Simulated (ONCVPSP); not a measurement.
**Zinc: generating and testing an ONCV potential**

Do these settings give a usable potential? It is generated, then checked for transferability, scattering, ghosts and hardness.

Method: ONCVPSP 4.0.1, PBEsol, scalar-relativistic.

## 1. The design

Typed settings, in words:

- element: zinc (Zn, Z = 30)
- type: optimised norm-conserving Vanderbilt (ONCV)
- frozen core: [Ne]
- valence charge: 20
- reference configuration: 3s2 3p6 3d10 4s2
- partial waves: 3s+4s: rc 1.16 bohr, ncon 4, nbas 8, qcut 10.6 1/bohr, 2 projectors; 3p: rc 0.90 bohr, ncon 4, nbas 9, qcut 12.3 1/bohr, 3 projectors, debl 0.9 Ha; 3d: rc 1.26 bohr, ncon 4, nbas 9, qcut 12.9 1/bohr, 1 projector
- local potential: polynomial inside 0.90 bohr (lpopt 5, dvloc0 0 Ha)
- core correction: polynomial model core, fcfact 0.75

The outer shells as boxes (Hund's rule for the drawing; the calculation is spin-unpolarised):

```
[Ne] core
3s [↑↓]
3p [↑↓][↑↓][↑↓]
3d [↑↓][↑↓][↑↓][↑↓][↑↓]
4s [↑↓]
```

The nodes and maxima of the atom's own shells, from an earlier all-electron run, set the scale for the radii.

All-electron outer shells of the reference configuration (PBEsol, scalar-relativistic, ld1.x):

```csv
shell,level (eV),outermost node (bohr),outermost maximum (bohr)
2p,-1003.46,–,0.15
3s,-128.92,0.28,0.59
3p,-83.26,0.25,0.59
3d,-10.17,–,0.56
4s,-6.00,0.85,2.09
4p,-1.07,0.92,3.04
```

## 2. Generating the potential

File Zn.dat:

```
# ATOM AND REFERENCE CONFIGURATION
# atsym  z   nc   nv     iexc    psfile
  Zn 30.00    3    4  -116133      upf
#
#   n    l    f
    1    0    2.00
    2    0    2.00
    2    1    6.00
    3    0    2.00
    3    1    6.00
    3    2   10.00
    4    0    2.00
#
# PSEUDOPOTENTIAL AND OPTIMIZATION
# lmax
    2
#
#   l,   rc,      ep,       ncon, nbas, qcut
    0    1.16    0.00    4    8   10.60
    1    0.90    0.00    4    9   12.30
    2    1.26    0.00    4    9   12.90
#
# LOCAL POTENTIAL
# lloc, lpopt,  rc(5),   dvloc0
    4    5    0.90    0.00
#
# VANDERBILT-KLEINMAN-BYLANDER PROJECTORs
# l, nproj, debl
    0    2    2.90
    1    3    0.90
    2    1    3.40
#
# MODEL CORE CHARGE
# icmod, fcfact, rcfact
    1    0.75    0.00
#
# LOG DERIVATIVE ANALYSIS
# epsh1, epsh2, depsh
   -6.00    5.00    0.04
#
# OUTPUT GRID
# rlmax, drl
    6.00    0.01
#
# TEST CONFIGURATIONS
# ncnf
    4
# nvcnf
#   n    l    f
    4
    3    0    2.00
    3    1    6.00
    3    2   10.00
    4    0    1.00
#
    4
    3    0    2.00
    3    1    6.00
    3    2   10.00
    4    0    0.00
#
    4
    3    0    2.00
    3    1    6.00
    3    2    9.00
    4    0    0.00
#
    4
    3    0    2.00
    3    1    6.00
    3    2    8.00
    4    0    0.00
#
```

Command:

```console
oncvpsp.x < Zn.dat > Zn.out
```

Before running it: what results should come out? Wanted: cutoffs for 1 and 0.1 mHa per electron, occupied waves; bound ghosts; GHOST(+) flags; largest test error; largest phase difference near zero energy, channels read; rms error of d²Exc/dn², without and with the model core; projector energies reset by the program.

The runs gave:

| quantity | value |
| --- | --- |
| cutoffs for 1 and 0.1 mHa per electron, occupied waves | 66 Ha and 73 Ha |
| bound ghosts | none found |
| GHOST(+) flags | none at low energy |
| largest test error (AE − PS) | -26 meV, for 3s2 3p6 3d9 4s0 |
| largest phase difference near zero energy, channels read | 0.008 rad |
| rms error of d²Exc/dn², without and with the model core | 2.73 and 1.37 mHa |
| projector energies reset by the program | p: -3.060, 0.250, 1.150 Ha |

In words: The worst unpolarised test, 3s2 3p6 3d9 4s0, is off by 26 meV on 68.8 eV; by total energies transferability rates as fair. That test lies far up in energy; among those under 40 eV, nearer to bonding, the largest error is 4.1 meV. It counts as very hard, with 66 Ha needed at the looser tolerance. At the looser tolerance the 3d wave is the slowest; 3p needs 49 Ha. No bound ghost shows below the valence levels. Near zero energy the phases of the channels with partial waves agree within 0.008 rad. These are tests on the free atom; a crystal test is still owed.
